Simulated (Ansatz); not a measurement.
**The germanium atom (triplet): from Hartree-Fock to the top rungs, def2-TZVPP**

How much of the correlation energy of the germanium atom (triplet) does each wave-function method recover here?

Method: def2-TZVPP, core rule «outside noble gas», up to 14 orbitals frozen; program: Ansatz 0.2.0, Gaussian basis.

Plan: UHF; CCSD(T) on ROHF; Full CI.

### 1 The atom

A free atom, in its lowest state of this spin that the program finds. No spin-orbit coupling is included. The filled d shell of Ge may be among the frozen orbitals whatever the setting's name suggests; the logs give the count.

1 atom, charge 0, spin multiplicity 3.

### 2 UHF

Contents of in.yaml:

```yaml
crystal:
  periodic: [false, false, false]
  atoms:
    - {symbol: Ge, position_ang: [0.000000, 0.000000, 0.000000]}
basis:
  gaussian: {orbitals: def2-TZVPP}
magnetization: {spin_polarized: true, initial_magnetization: 2}
hamiltonian: {xc: hf}
output: {orbitals: {seedname: orbitals}}
```

On the command line:

```sh
$ ansatz run in.yaml --threads 1 --pin off --events-out ev --progress --plain --max-ram 2393MiB
```

After this run come: CCSD(T) on ROHF; Full CI.

Before running them: what should the planned runs give, taken together? Wanted: FCI below the RHF energy; RMP2 from FCI; RCCSD from FCI; RCCSD(T) from FCI; T1 diagnostic; effectively unpaired electrons.

As calculated:

| quantity | value |
| --- | --- |
| FCI below the RHF energy | -1.9203 eV |
| RMP2 from FCI | +463.4 meV |
| RCCSD from FCI | +66.8 meV |
| RCCSD(T) from FCI | +14.5 meV |
| levels within 1 kcal/mol (43 meV) | RCCSD(T) |
| T1 diagnostic | 0.020 |
| effectively unpaired electrons | 2.03 |

RCCSD(T) misses by +14.5 meV, 0.8 % of the correlation energy. One determinant dominates. These misses are within one basis, not against nature.
